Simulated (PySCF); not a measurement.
**[PmI2]+: other functionals and bases at one geometry**

The task here is to estimate one member of a computed series from the others.

Method: several levels, as the steps say, no spin–orbit coupling; program: PySCF 2.14.0.

1 further run of the same task is left out (for a known fault of the program).

### Starting geometry

3 atoms, charge 1, spin multiplicity 1.

Bond lengths: Pm1–I2 2.789 Å, Pm1–I3 2.789 Å. Angles: I2–Pm1–I3 106.1°.

Coordinates:

```xyz
3
I2Pm
Pm    0.0000    0.0000   -1.0806
I     2.2288    0.0000    0.5957
I    -2.2288    0.0000    0.5957
```

Formal oxidation states: Pm +3. Each metal's 4 4f electrons lie in its core potential, so multiplicities, spins and levels count the valence alone. An earlier session relaxed this geometry at PBE0, Pm lcecp-1-SVP with ECP50, I def2-SVP with ECP28 (singlet, point group C2v).

At PBE0 on the finer grid: E = -629.420483 Eh, HOMO -11.75 eV, LUMO -7.48 eV, Mulliken charge on Pm1 +1.12 e, largest force component 0.008 eV/Å. 

Levels to run: TPSS; wB97X; PBE0, TZVP. Hardware: 2 threads of Intel Xeon Platinum 8259CL at 2.50GHz (Skylake/Cascade Lake), shared host.

Set-up of the first run:

The input, run.py (the lines that set the calculation):

```python
mol = gto.M(atom='''
Pm     0.00000     0.00000    -1.08064
I      2.22883     0.00000     0.59574
I     -2.22883     0.00000     0.59574''',
    basis={'Pm': 'lcecp-1-SVP', 'I': 'def2-SVP'},
    ecp={'Pm': 'lcecp-1-SVP', 'I': 'def2-SVP'},
    charge=1, spin=0)
mf = dft.RKS(mol, xc='TPSS')
mf.grids.atom_grid = (75, 302)  # f atoms: unpruned, at least (60, 302)
mf = mf.density_fit()  # fitting sets: Pm AutoAux, I def2-universal-JKFIT
mf.conv_tol = 1e-08; mf.max_cycle = 55
mf.kernel(dm0)  # dm0: the density of the relaxed state
```

Run with:

```bash
$ OMP_NUM_THREADS=2 python run.py
```

Steps of the session up to this table: TPSS; wB97X; PBE0, TZVP.

One of the session's tables, all rows but one given; the rest of the session is left out.

| level | HOMO (eV) | gap (eV) | charge on Pm1 (e) | dipole (D) | largest force component (eV/Å) |
| --- | --- | --- | --- | --- | --- |
| PBE0 (relaxed here) | -11.75 | 4.26 | 1.12 | 8.15 | 0.01 |
| TPSS | ? | ? | ? | ? | ? |
| wB97X | -13.75 | 8.19 | 1.14 | 8.81 | 0.09 |
| PBE0, TZVP | -11.68 | 4.32 | 1.39 | 7.91 | 0.07 |

**Question.** Estimate the row for TPSS.

As computed: HOMO (eV): -10.79; gap (eV): 2.82; charge on Pm1 (e): 1.10; dipole (D): 7.83; largest force component (eV/Å): 0.32. In the column «HOMO (eV)» it is the highest.

The dipole of a charged species depends on the origin, so these sizes hold for this origin alone.

In one basis the HOMO–LUMO gap runs from 2.82 eV (TPSS) to 8.19 eV (wB97X). The largest leftover force, 0.32 eV/Å with TPSS, stands at a geometry relaxed at another level. With 4f in the core, its levels are missing from HOMO and gap, and its count is fixed, so no charge can pass from the ligands into it. Total energies of different levels can't be compared.
